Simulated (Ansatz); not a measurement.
**BrCl2HOTi: geometry optimisation**

The task: find the minimum of BrCl2HOTi nearest to the start.

Computed with Ansatz 0.2.0. Level: RKS SPW92 (LDA)/def2-TZVP.

## (1) The starting structure

SMILES `[OH][Ti]([Cl])([Cl])[Br]`, 6 atoms, charge 0, spin multiplicity 1.

Atoms are counted from 1 here; the program's logs count them from 0.

Bond lengths: O1–Ti2 1.754 Å, O1–H6 0.974 Å, Ti2–Cl3 2.189 Å, Ti2–Cl4 2.187 Å, Ti2–Br5 2.350 Å. Angles: Ti2–O1–H6 139.1°, O1–Ti2–Cl3 109.4°, O1–Ti2–Cl4 108.5°, O1–Ti2–Br5 108.8°, Cl3–Ti2–Cl4 111.3°, Cl3–Ti2–Br5 110.5°, Cl4–Ti2–Br5 108.4°.

Coordinates:

```
O    -0.5851    0.4408    1.1959
Ti    0.2533   -0.2011   -0.2050
Cl    1.9134   -1.4644    0.4589
Cl   -1.1771   -1.3380   -1.4070
Br    1.0512    1.5920   -1.4975
H    -1.4136    0.9067    1.4085
```

## (2) Relaxation

File input.yaml:

```yaml
crystal:
  periodic: [false, false, false]
  atoms:
    - { symbol: O, position_ang: [-0.585131, 0.440828, 1.1959] }
    - { symbol: Ti, position_ang: [0.253315, -0.201116, -0.204963] }
    - { symbol: Cl, position_ang: [1.913406, -1.464366, 0.458918] }
    - { symbol: Cl, position_ang: [-1.177107, -1.338025, -1.407048] }
    - { symbol: Br, position_ang: [1.05118, 1.592025, -1.497524] }
    - { symbol: H, position_ang: [-1.413564, 0.906654, 1.408517] }
basis:
  gaussian: { orbitals: def2-TZVP }
hamiltonian:
  xc: lda
output:
  forces: true
relax:
  f_tol: 0.003
  max_steps: 120
```

Launch:

```bash
$ ansatz run input.yaml --threads 1 --pin off --max-ram 2560MiB --backend cpu --events-out ev --progress --plain --runs-dir out
```

What does the calculation give? Wanted: energy gained; root mean square move; dipole moment.

The runs gave:

| quantity | value |
| --- | --- |
| energy gained | 0.0339 eV |
| root mean square move | 0.205 Å |
| dipole moment | 2.79 D |

**Reading.** Bond lengths: O1–Ti2 1.730 Å, O1–H6 0.969 Å, Ti2–Cl3 2.164 Å, Ti2–Cl4 2.164 Å, Ti2–Br5 2.315 Å. Angles: Ti2–O1–H6 178.7°, O1–Ti2–Cl3 109.7°, O1–Ti2–Cl4 109.7°, O1–Ti2–Br5 109.3°, Cl3–Ti2–Cl4 109.5°, Cl3–Ti2–Br5 109.3°, Cl4–Ti2–Br5 109.2°. No frequencies were computed here.
